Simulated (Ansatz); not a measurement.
# Al: a line through a two-coordinate scan

How does the energy of Al (Im-3m, No. 229; 1 atom in the cell) vary with volume per atom, at c/a of the conventional cell = 1.348?

This is Al in the bcc structure; at room conditions it is fcc.

Program: Ansatz 0.2.0. Level of theory: DFT LDA, scalar-relativistic, plane waves, PAW. These are calculated values, not measurements.

## 1. Starting point

Symmetry: Im-3m, No. 229, cubic system. Conventional cell: a = 3.189 Å, b = 3.189 Å, c = 3.189 Å, α = 90.00°, β = 90.00°, γ = 90.00°. Around Al (site symmetry m-3m) lie 8 Al at 2.76 Å.

Structure file:

```cif
data_structure
_symmetry_space_group_name_H-M 'P 1'
_symmetry_Int_Tables_number 1
_cell_length_a 2.7619
_cell_length_b 2.7619
_cell_length_c 2.7619
_cell_angle_alpha 109.471
_cell_angle_beta 109.471
_cell_angle_gamma 109.471
_cell_volume 16.22
loop_
_atom_site_label
_atom_site_type_symbol
_atom_site_fract_x
_atom_site_fract_y
_atom_site_fract_z
_atom_site_occupancy
Al1 Al 0.00000 0.00000 0.00000 1
```

It goes back to an entry of the Materials Project.

It is the result of an earlier relaxation at this level (volume 16.22 Å³/atom; gap on the mesh: none (metal)).

## 2. Plan of the line

The energy is mapped over volume and the cell's shape.

First coordinate, volume per atom: 7 values from 14.92 to 17.52 Å³. Second coordinate, c/a of the conventional cell: 9 values from 0.861 to 1.566.

Nothing else is relaxed (symmetry fixes all fractional coordinates). Energies count from the relaxed crystal. Points are written as (first, second).

## 3. Grid point (15.35 Å³, 1.348)

input.yaml reads:

```yaml
crystal:
  lattice:
    - [-1.4172229339, 1.4172229339, 1.910983404]
    - [1.4172229339, -1.4172229339, 1.910983404]
    - [1.4172229339, 1.4172229339, -1.910983404]
  atoms:
    - { symbol: Al, position: [0.0, 0.0, 0.0] }
basis:
  ecutwfc: 420
kpoints:
  mp_grid: { grid: [22, 22, 22] }
hamiltonian:
  xc: lda
scf:
  occupations: { method: gaussian, width: 0.15 }
output:
  forces: true
  stress: true
  eigenvalues: true
```

Started as:

```console
> ansatz run input.yaml --threads 1 --pin off --max-ram 2048MiB --backend cpu --events-out ev --progress --plain --runs-dir out
```

Further runs follow: the other points of the line.

**Question.** What will these runs give? Wanted: for each run, volume per atom; energy; slope; pressure.

**Answer**, as computed:

| volume per atom (Å³) | step | energy (meV/atom) | slope (meV/atom per Å³) | pressure (GPa) |
| --- | --- | --- | --- | --- |
| 14.92 | – | −80 | −36 | 5.7 |
| 15.35 | 3 | −91 | −17 | 2.8 |
| 15.79 | – | −95 | −2 | 0.3 |
| 16.22 | 4 | −93 | 12 | −1.9 |
| 16.65 | 5 | −85 | 23 | −3.7 |
| 17.08 | 6 | −73 | 33 | −5.3 |
| 17.52 | 7 | −57 | 42 | −6.7 |

Energies count from the relaxed crystal. Rows without a step come from runs not printed here or follow by symmetry. Slopes come from the forces (and the stress, where the cell changes), not from differences of energies.

**Reading.** Along the line the energy is lowest at 15.79 Å³, −95 meV/atom from the zero. A fit to energies and slopes at the lowest point and its two neighbours puts the minimum at 15.837 Å³, with a curvature of about 33 meV/atom per (Å³)². V·d²E/dV² there is about 84 GPa, a bulk modulus under this line's constraint. The well is lopsided: two grid steps out, the energy rises by 15 meV/atom towards smaller values and 10 meV/atom towards larger ones. The highest point computed, at 17.52 Å³, lies 38 meV/atom above the lowest. This is one cut through a surface in two coordinates; the map's lowest point lies off it.
